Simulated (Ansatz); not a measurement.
**C4H10SZn: small, medium and large basis sets**

One table from this session's results is given with a row withheld; the runs are named, their logs left out.

Computed with Ansatz 0.2.0, Gaussian basis. Level: one geometry, several basis sets.

Levels to be run: PBE0-D4/def2-SVP; ωB97M-V/def2-SVP; PBE0-D4/def2-QZVPP; ωB97M-V/def2-QZVPP; the functionals' def2-TZVPP values are taken from earlier runs.

## The geometry

All runs share one geometry, relaxed beforehand with PBE0-D4 in a triple-zeta def2 set.

SMILES `C[S][Zn][CH](C)C`, 16 atoms, charge 0, spin multiplicity 1.

Atoms are counted from 1 here; the program's logs count them from 0.

Bond lengths: C1–S2 1.824 Å, C1–H7 1.089 Å, C1–H8 1.090 Å, C1–H9 1.089 Å, S2–Zn3 2.178 Å, Zn3–C4 1.963 Å, C4–C5 1.525 Å, C4–C6 1.526 Å, C4–H10 1.097 Å, C5–H11 1.094 Å, C5–H12 1.093 Å, C5–H13 1.098 Å, C6–H14 1.093 Å, C6–H15 1.098 Å, C6–H16 1.095 Å. Angles: S2–C1–H7 111.8°, S2–C1–H8 106.6°, S2–C1–H9 111.8°, H7–C1–H8 108.3°, H7–C1–H9 109.7°, H8–C1–H9 108.3°, C1–S2–Zn3 102.2°, S2–Zn3–C4 179.0°, Zn3–C4–C5 112.4°, Zn3–C4–C6 112.1°, Zn3–C4–H10 104.7°, C5–C4–C6 111.1°, C5–C4–H10 108.1°, C6–C4–H10 108.0°, C4–C5–H11 111.8°, C4–C5–H12 112.5°, C4–C5–H13 110.8°, H11–C5–H12 107.3° and more.

Geometry (Å):

```
C     0.6652   -3.3689   -0.7373
S     2.0610   -2.1964   -0.6613
Zn    1.0702   -0.3371   -0.1074
C     0.2070    1.3523    0.3977
C    -0.3581    2.0986   -0.8064
C    -0.8594    1.1527    1.4705
H    -0.0596   -3.0868   -1.5001
H     1.0860   -4.3379   -1.0060
H     0.1659   -3.4676    0.2259
H     1.0130    1.9597    0.8286
H    -1.1559    1.5332   -1.2978
H     0.4026    2.3124   -1.5617
H    -0.7937    3.0591   -0.5004
H    -0.4632    0.6791    2.3726
H    -1.2944    2.1150    1.7714
H    -1.6868    0.5326    1.1117
```

The first run:

Input file in.yaml:

```yaml
crystal:
  periodic: [false, false, false]
  atoms:
    - {symbol: C, position_ang: [0.665248, -3.368933, -0.737278]}
    - {symbol: S, position_ang: [2.061010, -2.196388, -0.661296]}
    - {symbol: Zn, position_ang: [1.070214, -0.337107, -0.107393]}
    - {symbol: C, position_ang: [0.206981, 1.352264, 0.397740]}
    - {symbol: C, position_ang: [-0.358074, 2.098648, -0.806417]}
    - {symbol: C, position_ang: [-0.859360, 1.152707, 1.470492]}
    - {symbol: H, position_ang: [-0.059551, -3.086828, -1.500129]}
    - {symbol: H, position_ang: [1.086004, -4.337906, -1.005981]}
    - {symbol: H, position_ang: [0.165894, -3.467586, 0.225944]}
    - {symbol: H, position_ang: [1.012989, 1.959716, 0.828602]}
    - {symbol: H, position_ang: [-1.155869, 1.533222, -1.297849]}
    - {symbol: H, position_ang: [0.402580, 2.312414, -1.561706]}
    - {symbol: H, position_ang: [-0.793661, 3.059145, -0.500396]}
    - {symbol: H, position_ang: [-0.463225, 0.679057, 2.372582]}
    - {symbol: H, position_ang: [-1.294381, 2.115025, 1.771425]}
    - {symbol: H, position_ang: [-1.686789, 0.532559, 1.111669]}
basis:
  gaussian: {orbitals: def2-SVP}
hamiltonian: {xc: pbe0, dispersion: d4}
output: {orbitals: {seedname: orbitals}}
```

Command:

```bash
ansatz run in.yaml --threads 2 --pin off --events-out ev --progress --plain --max-ram 20480MiB --backend cpu
```

Among the steps run: PBE0-D4 in def2-SVP; ωB97M-V in def2-SVP; PBE0-D4 in def2-QZVPP; ωB97M-V in def2-QZVPP.

One of the session's tables, all rows but one given; the rest of the session is left out.

It belongs to the step «Functionals by basis». 

```
functional       basis  HOMO (eV)
   PBE0-D4    def2-SVP      -6.24
   PBE0-D4  def2-TZVPP      -6.47
   PBE0-D4  def2-QZVPP      -6.49
   ωB97M-V    def2-SVP          ?
   ωB97M-V  def2-TZVPP      -8.66
   ωB97M-V  def2-QZVPP      -8.69
```

Estimate the missing values for ωB97M-V, def2-SVP.

**Answer.** HOMO (eV): -8.42. In the column «HOMO (eV)» it lies between ωB97M-V, def2-TZVPP (-8.66) and PBE0-D4, def2-QZVPP (-6.49).
